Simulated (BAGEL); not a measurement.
# BH3BrO− (SMILES O[BH2-]Br) at RI-MP2/cc-pVDZ (density fitting with qzvpp-jkfit)

What is the energy change on altering one bond length of BH3BrO− at RI-MP2/cc-pVDZ (density fitting with qzvpp-jkfit)? 

Program for the calculation: BAGEL 1.2.2.

8 further runs of the same task are left out: 6 that didn't finish, 2 set aside as unsound or not needed. Runs told in other sessions of the task aren't counted.

## (1) The system as given

The species is BH3BrO− (6 atoms), meant as a singlet with charge -1. SMILES: `O[BH2-]Br`. The shape is that of a GFN2-xTB optimisation. This is one conformer, not always the lowest.

Bond lengths: O1–B2 1.470 Å, B2–Br3 2.009 Å, O1–H4 0.954 Å, B2–H5 1.229 Å, B2–H6 1.229 Å. Angles: O1–B2–Br3 106.6°, O1–B2–H5 112.6°, O1–B2–H6 112.6°, Br3–B2–H5 107.2°, Br3–B2–H6 107.2°, B2–O1–H4 108.6°, H5–B2–H6 110.2°.

## (2) A single-point energy at RI-MP2/cc-pVDZ (density fitting with qzvpp-jkfit)

Input file job.json:

```json
{ "bagel": [

{
  "title": "molecule",
  "basis": "cc-pvdz.json",
  "df_basis": "qzvpp-jkfit",
  "angstrom": true,
  "geometry": [
    { "atom": "O", "xyz": [   -0.916460,   -0.732450,   -0.149690 ] },
    { "atom": "B", "xyz": [    0.226520,    0.173640,    0.035190 ] },
    { "atom": "Br", "xyz": [    1.516860,   -0.770630,    1.251950 ] },
    { "atom": "H", "xyz": [   -1.558130,   -0.301590,   -0.708590 ] },
    { "atom": "H", "xyz": [    0.820470,    0.405600,   -1.015130 ] },
    { "atom": "H", "xyz": [   -0.089260,    1.225430,    0.586270 ] }
  ]
},
{
  "title": "hf",
  "charge": -1
},
{
  "title": "mp2",
  "charge": -1,
  "ncore": 11
}

]}
```

The basis set cc-pVDZ is read from a file made from the Basis Set Exchange's data (not shown).

Started as:

```bash
$ BAGEL_NUM_THREADS=1 BAGEL job.json > job.out
```

Output:

```text
* using 1 threads per process

  ===============================================================
  ===============================================================

  *** Geometry ***

  { "atom" : "O", "xyz" : [     -1.731858,     -1.384130,     -0.282873 ] },
  { "atom" : "B", "xyz" : [      0.428061,      0.328132,      0.066499 ] },
  { "atom" : "Br", "xyz" : [      2.866450,     -1.456280,      2.365843 ] },
  { "atom" : "H", "xyz" : [     -2.944439,     -0.569923,     -1.339041 ] },
  { "atom" : "H", "xyz" : [      1.550464,      0.766473,     -1.918318 ] },
  { "atom" : "H", "xyz" : [     -0.168677,      2.315727,      1.107890 ] },

  Number of auxiliary basis functions:      472

  Since a DF basis is specified, we compute 2- and 3-index integrals:
    o Being stored without compression. Storage requirement is 0.019 GB

  Number of basis functions:       70
  Number of electrons      :       51

    * METHOD: MOLECULE                             0.19

  *** RHF ***

  === Nuclear Repulsion ===
   146.8018949104

      * DIIS with orbital gradients will be used.

  === RHF iteration (cc-pvdz.json) ===
      0      -2673.56384017          0.01909955           0.06
      1      -2673.69384985          0.01254628           0.05
      2      -2673.76310745          0.00135475           0.05
      3      -2673.76423843          0.00039223           0.05
      4      -2673.76431218          0.00009156           0.06
      5      -2673.76431722          0.00001900           0.06
      6      -2673.76431756          0.00000662           0.06
      7      -2673.76431760          0.00000142           0.06
      8      -2673.76431760          0.00000037           0.05
      9      -2673.76431760          0.00000012           0.06
     10      -2673.76431760          0.00000003           0.06
     11      -2673.76431760          0.00000001           0.06
     12      -2673.76431760          0.00000000           0.05
    * SCF iteration converged.

    * Permanent dipole moment:
           (   -0.259640,     0.319719,    -0.328165) a.u.

    * METHOD: HF                                   0.90

  *** RHF ***

  === Nuclear Repulsion ===
   146.8018949104

      * DIIS with orbital gradients will be used.

  === RHF iteration (cc-pvdz.json) ===
      0      -2673.76431760          0.00000000           0.06
    * SCF iteration converged.

    * Permanent dipole moment:
           (   -0.259640,     0.319719,    -0.328165) a.u.

  === DF-MP2 calculation ===

    * freezing 11 orbitals
    * 3-index integral transformation done
    * assembly done

      MP2 correlation energy:   -0.4294374599      0.03

      MP2 total energy:       -2674.1937550626

    * METHOD: MP2                                  0.16

  ===============================================================
```

Run time: 1.4 s. Hardware: 1 thread of Arm Neoverse V2, shared host; peak memory 0.099 GiB.

## (3) The distorted shape at the same level

Input file job.json:

```json
{ "bagel" : [

{
  "title" : "molecule",
  "basis" : "cc-pvdz.json",
  "df_basis" : "qzvpp-jkfit",
  "angstrom" : true,
  "geometry" : [
    { "atom" : "O", "xyz" : [   -0.723926,   -0.861730,    0.018009 ] },
    { "atom" : "B", "xyz" : [    0.419054,    0.044360,    0.202889 ] },
    { "atom" : "Br", "xyz" : [    1.709394,   -0.899910,    1.419649 ] },
    { "atom" : "H", "xyz" : [   -1.558130,   -0.301590,   -0.708590 ] },
    { "atom" : "H", "xyz" : [    1.013004,    0.276320,   -0.847431 ] },
    { "atom" : "H", "xyz" : [    0.103274,    1.096150,    0.753969 ] }
  ]
},
{ "title" : "hf", "charge" : -1 },
{ "title" : "mp2", "charge" : -1, "ncore" : 11 }

]}
```

The basis set cc-pVDZ is read from a file made from the Basis Set Exchange's data (not shown).

Started as:

```bash
$ BAGEL_NUM_THREADS=1 BAGEL job.json > job.out
```

Output:

```text
* using 1 threads per process

  ===============================================================
  ===============================================================

  *** Geometry ***

  { "atom" : "O", "xyz" : [     -1.368022,     -1.628434,      0.034032 ] },
  { "atom" : "B", "xyz" : [      0.791897,      0.083828,      0.383405 ] },
  { "atom" : "Br", "xyz" : [      3.230287,     -1.700583,      2.682748 ] },
  { "atom" : "H", "xyz" : [     -2.944439,     -0.569923,     -1.339041 ] },
  { "atom" : "H", "xyz" : [      1.914300,      0.522169,     -1.601413 ] },
  { "atom" : "H", "xyz" : [      0.195160,      2.071423,      1.424795 ] },

  Number of auxiliary basis functions:      472

  Since a DF basis is specified, we compute 2- and 3-index integrals:
    o Being stored without compression. Storage requirement is 0.019 GB

  Number of basis functions:       70
  Number of electrons      :       51

    * METHOD: MOLECULE                             0.19

  *** RHF ***

  === Nuclear Repulsion ===
   145.2841824403

      * DIIS with orbital gradients will be used.

  === RHF iteration (cc-pvdz.json) ===
      0      -2673.47862582          0.01986374           0.06
      1      -2673.60097895          0.01533305           0.06
      2      -2673.70991509          0.00167321           0.06
      3      -2673.71195213          0.00053471           0.06
      4      -2673.71215906          0.00019505           0.06
      5      -2673.71218993          0.00004406           0.06
      6      -2673.71219267          0.00001591           0.06
      7      -2673.71219294          0.00000505           0.06
      8      -2673.71219297          0.00000261           0.06
      9      -2673.71219298          0.00000098           0.06
     10      -2673.71219298          0.00000030           0.06
     11      -2673.71219298          0.00000010           0.05
     12      -2673.71219298          0.00000004           0.06
     13      -2673.71219298          0.00000001           0.06
     14      -2673.71219298          0.00000000           0.06
    * SCF iteration converged.

    * Permanent dipole moment:
           (   -0.328161,     0.316889,    -0.365311) a.u.

    * METHOD: HF                                   1.03

  *** RHF ***

  === Nuclear Repulsion ===
   145.2841824403

      * DIIS with orbital gradients will be used.

  === RHF iteration (cc-pvdz.json) ===
      0      -2673.71219298          0.00000000           0.06
    * SCF iteration converged.

    * Permanent dipole moment:
           (   -0.328161,     0.316889,    -0.365311) a.u.

  === DF-MP2 calculation ===

    * freezing 11 orbitals
    * 3-index integral transformation done
    * assembly done

      MP2 correlation energy:   -0.4404068363      0.03

      MP2 total energy:       -2674.1525998197

    * METHOD: MP2                                  0.15

  ===============================================================
```

It took 1.6 s on 1 thread of Arm Neoverse V2, shared host; peak memory 0.1 GiB.

## (4) Results

At RI-MP2/cc-pVDZ (density fitting with qzvpp-jkfit), 11 core orbitals frozen:

| quantity | value |
| --- | --- |
| first shape: total energy | -2674.19376 Eh |
| first shape: correlation energy (11 core orbitals frozen) | -429.4 mEh |
| distorted shape: total energy | -2674.15260 Eh |
| distorted shape: correlation energy (11 core orbitals frozen) | -440.4 mEh |
| energy change with the O1–H4 bond stretched from 0.954 to 1.240 Å | 1.120 eV |

What this shows: With the O1–H4 bond stretched from 0.954 to 1.240 Å the energy rises by 1.12 eV (108 kJ/mol). The first shape isn't relaxed at this level, so the change isn't measured from a minimum.
